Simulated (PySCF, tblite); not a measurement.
**C₃H₅F₃S: dynamics, then NMR shifts on frames**

How do NMR shifts of C₃H₅F₃S (`CCSC(F)(F)F`) change as the atoms move?

Programs: tblite 0.8.0 and PySCF 2.14.0, with density-fitted response routines of our own. Each step states its level of theory. These are calculated values for one molecule in the gas phase, unless marked as measured. Atoms are numbered from 0 throughout.

## 1. The starting structure

12 atoms, charge 0, multiplicity 1; geometry from: GFN2-xTB.

Bonds of the start (Å): C0–C1 1.52, C1–S2 1.84, S2–C3 1.82, C3–F4 1.34, C3–F5 1.33, C3–F6 1.34, C0–H7 1.09, C0–H8 1.09, C0–H9 1.09, C1–H10 1.09, C1–H11 1.09.

## 2. A short Langevin run with GFN2-xTB

Job settings and geometry (Å):

```
{"job": {"kind": "md", "xc": "GFN2-xTB", "basis": "xTB", "temperature": 300, "steps": 2000, "every": 50, "frames": 5}, "charge": 0, "multiplicity": 1}
C      1.960018     0.008695     0.428769
C      0.540755    -0.357707     0.045762
S     -0.515151     1.147715     0.112062
C     -2.069555     0.348868    -0.386342
F     -1.975277    -0.219430    -1.593926
F     -3.060455     1.229123    -0.430543
F     -2.426255    -0.623666     0.460436
H      1.990547     0.415720     1.436154
H      2.586327    -0.879387     0.389437
H      2.360557     0.751024    -0.256766
H      0.492933    -0.740812    -0.973340
H      0.116753    -1.080826     0.742270
```

Level: GFN2-xTB Langevin dynamics, gas phase.

Launch:

```bash
OMP_NUM_THREADS=1 python probes_run.py task.json out
```

The driver reads the jobs from task.json and runs them one after another.

The program printed:

```text
t/fs     T/K      E/eV
    0.0   261.5   -718.68962
   25.0   158.8   -718.31205
   50.0   329.9   -718.37965
   75.0   281.3   -718.29821
  100.0   248.6   -718.33276
  125.0   239.2   -718.41975
  150.0   275.6   -718.38659
  175.0   241.2   -718.23154
  200.0   243.4   -718.24673
  225.0   248.9   -718.31645
  250.0   241.3   -718.31972
  275.0   248.2   -718.24592
  300.0   291.7   -718.14530
  325.0   294.3   -718.10782
  350.0   333.6   -718.14917
  375.0   239.1   -718.00723
  400.0   356.3   -718.20397
  425.0   418.6   -718.39410
  450.0   331.5   -718.35951
  475.0   218.6   -718.26851
  500.0   235.9   -718.35391
  525.0   201.8   -718.28024
  550.0   356.4   -718.39771
  575.0   399.1   -718.32227
  600.0   397.2   -718.24902
  625.0   331.3   -718.19058
  650.0   341.6   -718.32334
  675.0   229.0   -718.13338
  700.0   350.2   -718.19787
  725.0   291.7   -718.23888
  750.0   380.9   -718.26394
  775.0   257.7   -718.33547
  800.0   309.9   -718.39363
  825.0   174.2   -718.17808
  850.0   349.3   -718.36397
  875.0   340.7   -718.36643
  900.0   298.4   -718.37822
  925.0   293.1   -718.34511
  950.0   345.4   -718.31934
  975.0   324.1   -718.32207
 1000.0   231.2   -718.18204
```

Run time: 9.2 s. Hardware: 1 thread of Arm Neoverse V1, shared host; peak memory 0.17 GiB.

Distance from the start (root mean square after alignment): 0 fs 0.00 Å, 200 fs 0.34 Å, 400 fs 0.59 Å, 600 fs 0.79 Å, 800 fs 1.11 Å, 1000 fs 0.59 Å.

Positions (Å) and forces (eV/Å) at 1000 fs:

```xyz
12

C     1.074   -1.276    1.062    0.469    0.763   -0.822
C    -0.423   -1.221    0.930    0.259    0.654   -0.179
S    -1.251    0.485    1.220    0.514   -0.836   -0.776
C    -2.203    0.479   -0.364   -1.998   -1.728    0.676
F    -1.589    0.713   -1.501    0.136    0.239    0.301
F    -3.360    1.192   -0.306    1.352    0.005   -0.024
F    -2.701   -0.837   -0.463    0.441    1.101   -0.293
H     1.436   -1.325    2.057    0.111    0.479    1.014
H     1.381   -2.221    0.638    0.152   -0.192   -0.471
H     1.555   -0.443    0.510   -0.161   -0.541    0.370
H    -0.614   -1.480   -0.104   -0.480    0.032   -0.009
H    -0.805   -1.958    1.611   -0.796    0.025    0.213
```

## 3. Nuclear shieldings: 250 fs, PBE0/pcSseg-1

Job settings and geometry (Å):

```
{"job": {"kind": "nmr", "xc": "PBE0", "basis": "pcSseg-1", "pop": false}, "charge": 0, "multiplicity": 1}
C      1.702500     0.097300     0.610200
C      0.282700    -0.226500     0.095300
S     -0.751200     1.038000     0.673000
C     -2.373300     0.570500    -0.127600
F     -2.191400    -0.022500    -1.279300
F     -3.063300     1.679600    -0.349100
F     -3.102700    -0.245000     0.576400
H      1.808400    -0.173200     1.643600
H      2.375600    -0.551000     0.064700
H      1.927700     1.104000     0.283500
H      0.252800    -0.218300    -1.015200
H      0.075400    -1.240100     0.468700
```

Method: GIAO PBE0/pcSseg-1 NMR shielding, non-relativistic, gas phase.

The program printed:

```text
coarse grid: 11240 points
cycle   1  E = -814.2180201300  dE =  1.104e+00  |g| = 9.000e-01  |ddm| = 3.027e+00
cycle   2  E = -814.0513020001  dE =  1.667e-01  |g| = 1.375e+00  |ddm| = 1.159e+00
cycle   3  E = -814.3626180632  dE = -3.113e-01  |g| = 4.620e-02  |ddm| = 7.290e-01
cycle   4  E = -814.3629511717  dE = -3.331e-04  |g| = 2.834e-02  |ddm| = 7.793e-02
cycle   5  E = -814.3631311644  dE = -1.800e-04  |g| = 7.611e-03  |ddm| = 2.943e-02
cycle   6  E = -814.3631423319  dE = -1.117e-05  |g| = 1.386e-03  |ddm| = 5.746e-03
cycle   7  E = -814.3631426784  dE = -3.465e-07  |g| = 3.589e-04  |ddm| = 1.082e-03
final grid: 107048 points
cycle   8  E = -814.4245043264  dE = -3.688e-05  |g| = 7.689e-03  |ddm| = 2.111e-02
cycle   9  E = -814.4244984585  dE =  5.868e-06  |g| = 9.321e-03  |ddm| = 1.279e-02
cycle  10  E = -814.4245178190  dE = -1.936e-05  |g| = 6.299e-04  |ddm| = 7.236e-03
cycle  11  E = -814.4245178855  dE = -6.652e-08  |g| = 2.104e-04  |ddm| = 5.826e-04
cycle  12  E = -814.4245178927  dE = -7.221e-09  |g| = 4.445e-05  |ddm| = 1.387e-04
cycle  13  E = -814.4245178930  dE = -3.026e-10  |g| = 1.626e-05  |ddm| = 4.128e-05
converged SCF energy = -814.4245178930

GIAO shielding tensors (ppm)
atom      isotropic    diamagn.    paramagn.     s11        s22        s33       span
  0 C      174.028     247.881     -73.854    163.846    167.146    191.091     27.245
  1 C      161.786     251.781     -89.995    147.829    165.109    172.420     24.592
  2 S      397.854    1056.070    -658.215    129.034    290.904    773.626    644.592
  3 C       50.828     245.767    -194.939     36.427     54.325     61.732     25.306
  4 F      242.741     476.147    -233.406    165.637    245.892    316.694    151.057
  5 F      234.513     469.236    -234.723    159.407    211.923    332.209    172.802
  6 F      236.365     471.383    -235.019    179.989    209.819    319.285    139.297
  7 H       30.451      29.288       1.163     25.654     28.325     37.375     11.721
  8 H       30.245      29.426       0.819     25.421     27.605     37.709     12.287
  9 H       30.522      29.246       1.276     25.527     29.191     36.848     11.321
 10 H       28.219      31.452      -3.233     21.913     28.674     34.070     12.157
 11 H       28.696      31.440      -2.744     22.853     28.522     34.714     11.861
```

Wall time 13 s (1 thread of Arm Neoverse V1, shared host); peak memory 0.7 GiB.

Shifts follow as δ = σ(reference) − σ, with reference shieldings (ppm) from runs at the same level and on the same kind of geometry: 1H TMS 31.72, 13C TMS 186.9, 19F CFCl3 170.9, 33S CS2 504. The references are single molecules in the gas phase, so shifts against H2O, NH3, PH3, H3PO4 or CFCl3 are not on the usual liquid scales and can be off by tens of ppm. Each atom is listed at this fixed geometry, with no averaging over motion; a spectrum would average atoms that exchange fast.

| atoms | environment | σ (ppm) | δ (ppm) |
| --- | --- | --- | --- |
| C3 | CF3 carbon | 50.8 | 136.1 |
| C1 | sp3 CH2 bonded to S | 161.8 | 25.1 |
| C0 | methyl carbon | 174.0 | 12.9 |
| H10 | hydrogen on an sp3 CH2 bonded to S | 28.22 | 3.50 |
| H11 | hydrogen on an sp3 CH2 bonded to S | 28.70 | 3.02 |
| H8 | hydrogen on a methyl carbon | 30.25 | 1.47 |
| H7 | hydrogen on a methyl carbon | 30.45 | 1.27 |
| H9 | hydrogen on a methyl carbon | 30.52 | 1.20 |
| S2 | sulfide sulfur | 398 | 106 |
| F5 | fluorine of an SCF3 group | 234.5 | -63.6 |
| F6 | fluorine of an SCF3 group | 236.4 | -65.4 |
| F4 | fluorine of an SCF3 group | 242.7 | -71.8 |

## 4. Nuclear shieldings: 425 fs, PBE0/pcSseg-1

Job settings and geometry (Å):

```
{"job": {"kind": "nmr", "xc": "PBE0", "basis": "pcSseg-1", "pop": false}, "charge": 0, "multiplicity": 1}
C      1.504200     0.225700     0.538300
C      0.297000    -0.702300     0.606700
S     -1.181800     0.401900     1.251300
C     -2.435300     0.383900    -0.097900
F     -1.848400     0.396100    -1.304100
F     -3.229500     1.443300     0.019000
F     -3.171400    -0.709200    -0.026000
H      1.466300     1.033400     1.267700
H      2.408800    -0.313400     0.735100
H      1.552900     0.668000    -0.453900
H      0.059200    -1.191100    -0.330900
H      0.407300    -1.406000     1.374800
```

Method: GIAO PBE0/pcSseg-1 NMR shielding, non-relativistic, gas phase.

The program printed:

```text
coarse grid: 11240 points
cycle   1  E = -814.2126239289  dE =  8.813e-01  |g| = 9.068e-01  |ddm| = 2.956e+00
cycle   2  E = -814.0381525479  dE =  1.745e-01  |g| = 1.406e+00  |ddm| = 1.140e+00
cycle   3  E = -814.3605447036  dE = -3.224e-01  |g| = 5.522e-02  |ddm| = 7.095e-01
cycle   4  E = -814.3609718608  dE = -4.272e-04  |g| = 3.798e-02  |ddm| = 8.561e-02
cycle   5  E = -814.3613141784  dE = -3.423e-04  |g| = 8.060e-03  |ddm| = 3.486e-02
cycle   6  E = -814.3613281689  dE = -1.399e-05  |g| = 2.136e-03  |ddm| = 6.893e-03
cycle   7  E = -814.3613292018  dE = -1.033e-06  |g| = 5.723e-04  |ddm| = 2.012e-03
final grid: 107048 points
cycle   8  E = -814.4242551773  dE = -3.905e-05  |g| = 9.081e-03  |ddm| = 2.120e-02
cycle   9  E = -814.4242399135  dE =  1.526e-05  |g| = 1.221e-02  |ddm| = 1.579e-02
cycle  10  E = -814.4242742825  dE = -3.437e-05  |g| = 7.029e-04  |ddm| = 9.547e-03
cycle  11  E = -814.4242743823  dE = -9.979e-08  |g| = 2.788e-04  |ddm| = 7.465e-04
cycle  12  E = -814.4242743966  dE = -1.431e-08  |g| = 7.088e-05  |ddm| = 1.799e-04
cycle  13  E = -814.4242743973  dE = -7.085e-10  |g| = 2.160e-05  |ddm| = 4.852e-05
converged SCF energy = -814.4242743973

GIAO shielding tensors (ppm)
atom      isotropic    diamagn.    paramagn.     s11        s22        s33       span
  0 C      167.312     247.340     -80.029    140.461    169.397    192.077     51.616
  1 C      144.094     248.712    -104.618    117.309    134.983    179.991     62.682
  2 S      293.333    1055.837    -762.504    104.263    249.432    526.304    422.041
  3 C       44.529     246.316    -201.788     31.118     46.800     55.668     24.550
  4 F      224.556     478.010    -253.454    150.441    199.774    323.452    173.012
  5 F      233.123     468.702    -235.579    164.058    216.442    318.870    154.812
  6 F      219.452     471.555    -252.103    161.905    186.853    309.597    147.691
  7 H       30.275      29.712       0.562     25.142     30.116     35.566     10.424
  8 H       30.695      29.300       1.396     25.584     27.556     38.946     13.362
  9 H       29.699      30.107      -0.408     25.526     28.379     35.190      9.664
 10 H       28.679      31.099      -2.420     24.437     28.739     32.861      8.424
 11 H       29.221      31.309      -2.088     23.086     29.104     35.472     12.386
```

Wall time 12 s (1 thread of Arm Neoverse V1, shared host); peak memory 0.78 GiB.

This run: δ C3 142.4, C1 42.8, C0 19.6, S2 210, H10 3.04, H11 2.50 ppm.

## 5. Nuclear shieldings: 625 fs, PBE0/pcSseg-1

Job settings and geometry (Å):

```
{"job": {"kind": "nmr", "xc": "PBE0", "basis": "pcSseg-1", "pop": false}, "charge": 0, "multiplicity": 1}
C      1.231800    -0.337300     0.385600
C     -0.079300    -1.005000     0.960800
S     -1.275200     0.380200     1.364900
C     -2.401900     0.282600    -0.062600
F     -1.793300     0.809300    -1.228800
F     -3.603600     0.761400     0.061700
F     -2.555200    -0.992600    -0.382000
H      1.698200     0.194000     1.270500
H      1.904100    -1.061200     0.043000
H      1.002900     0.402000    -0.378400
H     -0.356600    -1.770100     0.212400
H     -0.020600    -1.476100     1.908300
```

Level: GIAO PBE0/pcSseg-1 NMR shielding, non-relativistic, gas phase.

The program printed:

```text
coarse grid: 11240 points
cycle   1  E = -814.1968957916  dE =  8.503e-01  |g| = 9.216e-01  |ddm| = 2.951e+00
cycle   2  E = -813.9934727846  dE =  2.034e-01  |g| = 1.483e+00  |ddm| = 1.155e+00
cycle   3  E = -814.3493696152  dE = -3.559e-01  |g| = 6.912e-02  |ddm| = 7.263e-01
cycle   4  E = -814.3498934617  dE = -5.238e-04  |g| = 5.243e-02  |ddm| = 8.507e-02
cycle   5  E = -814.3503737041  dE = -4.802e-04  |g| = 9.011e-03  |ddm| = 3.204e-02
cycle   6  E = -814.3503879927  dE = -1.429e-05  |g| = 2.428e-03  |ddm| = 7.595e-03
cycle   7  E = -814.3503890616  dE = -1.069e-06  |g| = 5.752e-04  |ddm| = 1.858e-03
final grid: 107048 points
cycle   8  E = -814.4137271576  dE = -3.592e-05  |g| = 8.636e-03  |ddm| = 2.102e-02
cycle   9  E = -814.4137161557  dE =  1.100e-05  |g| = 1.131e-02  |ddm| = 1.439e-02
cycle  10  E = -814.4137441796  dE = -2.802e-05  |g| = 7.008e-04  |ddm| = 8.286e-03
cycle  11  E = -814.4137442579  dE = -7.830e-08  |g| = 2.797e-04  |ddm| = 5.969e-04
cycle  12  E = -814.4137442711  dE = -1.318e-08  |g| = 6.386e-05  |ddm| = 1.987e-04
cycle  13  E = -814.4137442719  dE = -7.676e-10  |g| = 2.288e-05  |ddm| = 7.026e-05
converged SCF energy = -814.4137442719

GIAO shielding tensors (ppm)
atom      isotropic    diamagn.    paramagn.     s11        s22        s33       span
  0 C      161.729     247.193     -85.465    135.364    163.452    186.369     51.005
  1 C      146.380     249.731    -103.351    113.443    142.234    183.464     70.022
  2 S      332.797    1054.885    -722.088    147.762    287.059    563.569    415.807
  3 C       40.094     244.484    -204.389     18.077     47.014     55.192     37.115
  4 F      177.116     478.565    -301.449     81.086     96.740    353.520    272.434
  5 F      241.347     465.938    -224.591    164.453    252.007    307.581    143.128
  6 F      210.371     475.181    -264.810    134.520    196.646    299.947    165.427
  7 H       29.034      28.510       0.524     25.028     27.024     35.049     10.021
  8 H       31.193      30.563       0.629     26.279     27.972     39.327     13.048
  9 H       29.865      30.219      -0.354     25.327     30.481     33.786      8.458
 10 H       27.808      29.988      -2.180     23.099     28.106     32.218      9.118
 11 H       29.030      30.621      -1.591     23.189     27.875     36.026     12.837
```

Wall time 13 s (1 thread of Arm Neoverse V1, shared host); peak memory 0.78 GiB.

This run: δ C3 146.8, C1 40.5, C0 25.2, S2 171, H10 3.91, H11 2.69 ppm.

## 6. Shielding tensors: 800 fs, PBE0/pcSseg-1

Job settings and geometry (Å):

```
{"job": {"kind": "nmr", "xc": "PBE0", "basis": "pcSseg-1", "pop": false}, "charge": 0, "multiplicity": 1}
C      0.915800    -0.140200     0.099200
C     -0.256800    -0.768300     0.768100
S     -1.600100     0.380300     1.246100
C     -2.270200     0.458600    -0.429000
F     -1.428800     0.909400    -1.391500
F     -3.420400     1.169700    -0.423900
F     -2.598400    -0.836300    -0.839400
H      1.386200     0.695100     0.663600
H      1.683100    -0.872100    -0.131800
H      0.618600     0.179800    -0.936500
H     -0.740700    -1.588500     0.326800
H      0.099200    -1.113900     1.742900
```

With the program's defaults for keys left out, this is: GIAO PBE0/pcSseg-1 NMR shielding, non-relativistic, gas phase.

The program printed:

```text
coarse grid: 11240 points
cycle   1  E = -814.2052360923  dE =  8.765e-01  |g| = 9.247e-01  |ddm| = 2.989e+00
cycle   2  E = -813.9863001438  dE =  2.189e-01  |g| = 1.518e+00  |ddm| = 1.176e+00
cycle   3  E = -814.3613561910  dE = -3.751e-01  |g| = 5.763e-02  |ddm| = 7.382e-01
cycle   4  E = -814.3618405797  dE = -4.844e-04  |g| = 3.897e-02  |ddm| = 7.762e-02
cycle   5  E = -814.3621564685  dE = -3.159e-04  |g| = 8.004e-03  |ddm| = 2.883e-02
cycle   6  E = -814.3621677055  dE = -1.124e-05  |g| = 2.476e-03  |ddm| = 7.801e-03
cycle   7  E = -814.3621686014  dE = -8.958e-07  |g| = 5.970e-04  |ddm| = 1.531e-03
final grid: 107048 points
cycle   8  E = -814.4269262630  dE = -4.272e-05  |g| = 8.796e-03  |ddm| = 2.142e-02
cycle   9  E = -814.4269118757  dE =  1.439e-05  |g| = 1.221e-02  |ddm| = 1.485e-02
cycle  10  E = -814.4269432437  dE = -3.137e-05  |g| = 7.216e-04  |ddm| = 8.815e-03
cycle  11  E = -814.4269433229  dE = -7.923e-08  |g| = 3.319e-04  |ddm| = 6.950e-04
cycle  12  E = -814.4269433414  dE = -1.853e-08  |g| = 6.979e-05  |ddm| = 2.287e-04
cycle  13  E = -814.4269433423  dE = -9.297e-10  |g| = 2.104e-05  |ddm| = 6.858e-05
converged SCF energy = -814.4269433423

GIAO shielding tensors (ppm)
atom      isotropic    diamagn.    paramagn.     s11        s22        s33       span
  0 C      168.086     248.782     -80.696    150.172    168.951    185.135     34.963
  1 C      157.939     248.696     -90.757    139.200    154.647    179.971     40.771
  2 S      365.974    1054.703    -688.729    116.379    367.254    614.289    497.910
  3 C       32.606     243.768    -211.163      8.819     36.308     52.690     43.871
  4 F      205.189     476.986    -271.797    126.129    182.537    306.901    180.772
  5 F      215.231     467.799    -252.568    123.157    200.179    322.358    199.201
  6 F      196.466     475.452    -278.986     74.970    169.541    344.887    269.917
  7 H       29.681      29.258       0.423     25.676     27.258     36.109     10.433
  8 H       30.320      29.968       0.352     25.637     27.005     38.318     12.681
  9 H       28.746      30.224      -1.478     22.814     30.460     32.964     10.149
 10 H       29.127      31.218      -2.091     23.174     29.328     34.881     11.707
 11 H       29.014      29.402      -0.387     22.620     28.093     36.331     13.710
```

Wall time 13 s (1 thread of Arm Neoverse V1, shared host); peak memory 0.78 GiB.

This run: δ C3 154.3, C1 29.0, C0 18.8, S2 138, H9 2.97, H11 2.70 ppm.

## 7. Shielding tensors: 1000 fs, PBE0/pcSseg-1

Job settings and geometry (Å):

```
{"job": {"kind": "nmr", "xc": "PBE0", "basis": "pcSseg-1", "pop": false}, "charge": 0, "multiplicity": 1}
C      1.074000    -1.276400     1.061700
C     -0.423500    -1.221000     0.929900
S     -1.251400     0.485400     1.219900
C     -2.203300     0.479500    -0.363800
F     -1.588500     0.713200    -1.500700
F     -3.360100     1.191500    -0.306300
F     -2.701000    -0.837100    -0.462900
H      1.436200    -1.325300     2.057000
H      1.381400    -2.221300     0.638400
H      1.554600    -0.443300     0.510300
H     -0.613700    -1.479600    -0.103900
H     -0.805500    -1.957700     1.611300
```

Level: GIAO PBE0/pcSseg-1 NMR shielding, non-relativistic, gas phase.

The program printed:

```text
coarse grid: 11240 points
cycle   1  E = -814.1854055787  dE =  8.237e-01  |g| = 9.465e-01  |ddm| = 2.968e+00
cycle   2  E = -813.9415382238  dE =  2.439e-01  |g| = 1.577e+00  |ddm| = 1.236e+00
cycle   3  E = -814.3501554171  dE = -4.086e-01  |g| = 6.683e-02  |ddm| = 7.833e-01
cycle   4  E = -814.3506793648  dE = -5.239e-04  |g| = 4.955e-02  |ddm| = 8.261e-02
cycle   5  E = -814.3511217256  dE = -4.424e-04  |g| = 9.991e-03  |ddm| = 3.224e-02
cycle   6  E = -814.3511380714  dE = -1.635e-05  |g| = 2.622e-03  |ddm| = 7.894e-03
cycle   7  E = -814.3511392178  dE = -1.146e-06  |g| = 5.573e-04  |ddm| = 1.671e-03
final grid: 107048 points
cycle   8  E = -814.4148743368  dE = -4.176e-05  |g| = 9.014e-03  |ddm| = 2.212e-02
cycle   9  E = -814.4148599947  dE =  1.434e-05  |g| = 1.223e-02  |ddm| = 1.541e-02
cycle  10  E = -814.4148928773  dE = -3.288e-05  |g| = 7.905e-04  |ddm| = 9.172e-03
cycle  11  E = -814.4148929835  dE = -1.062e-07  |g| = 3.071e-04  |ddm| = 7.232e-04
cycle  12  E = -814.4148929993  dE = -1.581e-08  |g| = 7.402e-05  |ddm| = 2.011e-04
cycle  13  E = -814.4148930003  dE = -9.966e-10  |g| = 2.525e-05  |ddm| = 7.899e-05
converged SCF energy = -814.4148930003

GIAO shielding tensors (ppm)
atom      isotropic    diamagn.    paramagn.     s11        s22        s33       span
  0 C      168.195     247.163     -78.968    147.929    168.525    188.133     40.204
  1 C      140.802     250.021    -109.219    101.078    143.551    177.777     76.699
  2 S      302.617    1054.277    -751.660     40.894    261.899    605.060    564.166
  3 C       34.901     242.329    -207.429     19.741     33.418     51.542     31.802
  4 F      223.517     474.888    -251.371    166.535    201.303    302.713    136.179
  5 F      210.334     467.802    -257.469    118.079    187.647    325.276    207.198
  6 F      164.911     476.344    -311.433     65.293    106.467    322.973    257.680
  7 H       30.820      29.720       1.100     26.765     28.322     37.374     10.609
  8 H       30.414      29.457       0.957     25.595     27.879     37.767     12.172
  9 H       29.674      29.558       0.116     25.100     28.880     35.043      9.943
 10 H       28.196      32.076      -3.880     21.239     31.225     32.123     10.885
 11 H       28.217      29.595      -1.378     22.104     29.176     33.369     11.265
```

It took 12 s on 1 thread of Arm Neoverse V1, shared host; peak memory 0.78 GiB.

In short: δ C3 152.0, C1 46.1, C0 18.7, S2 201, H10 3.52, H11 3.50 ppm.

## 8. Comparing the runs: NMR shifts

Shifts (ppm) of some atoms, chosen among heavy atoms and hydrogens apart, with basis size and wall time:

| frame | C1 | H7 | H9 | S2 | F5 | F6 | F4 | functions | time |
| --- | --- | --- | --- | --- | --- | --- | --- | --- | --- |
| 250 fs | 25.1 | 1.27 | 1.20 | 106 | -63.6 | -65.4 | -71.8 | 151 | 13 s |
| 425 fs | 42.8 | 1.44 | 2.02 | 210 | -62.2 | -48.5 | -53.6 | 151 | 12 s |
| 625 fs | 40.5 | 2.68 | 1.85 | 171 | -70.4 | -39.4 | -6.2 | 151 | 13 s |
| 800 fs | 29.0 | 2.04 | 2.97 | 138 | -44.3 | -25.5 | -34.2 | 151 | 13 s |
| 1000 fs | 46.1 | 0.90 | 2.04 | 201 | -39.4 | 6.0 | -52.6 | 151 | 12 s |

## 9. Outcome

| quantity | value |
| --- | --- |
| thermostat | 300 K |
| mean temperature, second half | 307 K |
| mean potential energy above the minimum | 0.40 eV |
| 13C shifts against TMS (PBE0/pcSseg-1, 250 fs) | 136.1, 25.1, 12.9 ppm |
| 1H shifts against TMS (PBE0/pcSseg-1, 250 fs) | 3.50, 3.02, 1.47, 1.27, 1.20 ppm |
| 33S shifts against CS2 (PBE0/pcSseg-1, 250 fs) | 106 ppm |
| 19F shifts against CFCl3 (PBE0/pcSseg-1, 250 fs) | -63.6, -65.4, -71.8 ppm |
| range of the shift of S2 | 106 to 210 ppm |

In words: In the second half the potential energy averages 0.40 eV above the minimum; equipartition over 30 harmonic modes at 300 K would give 0.39 eV. With 12 atoms the temperature swings widely (159 to 419 K). Shifts at one fixed geometry are not the observed spectrum, which averages over the motion. In the first frame run (250 fs): The widest tensor belongs to S2: span 645 ppm, with a paramagnetic part of -658 ppm. In ppm, S2 moves most: its shift spreads over 105 ppm, from 106 (250 fs) to 210 (425 fs).
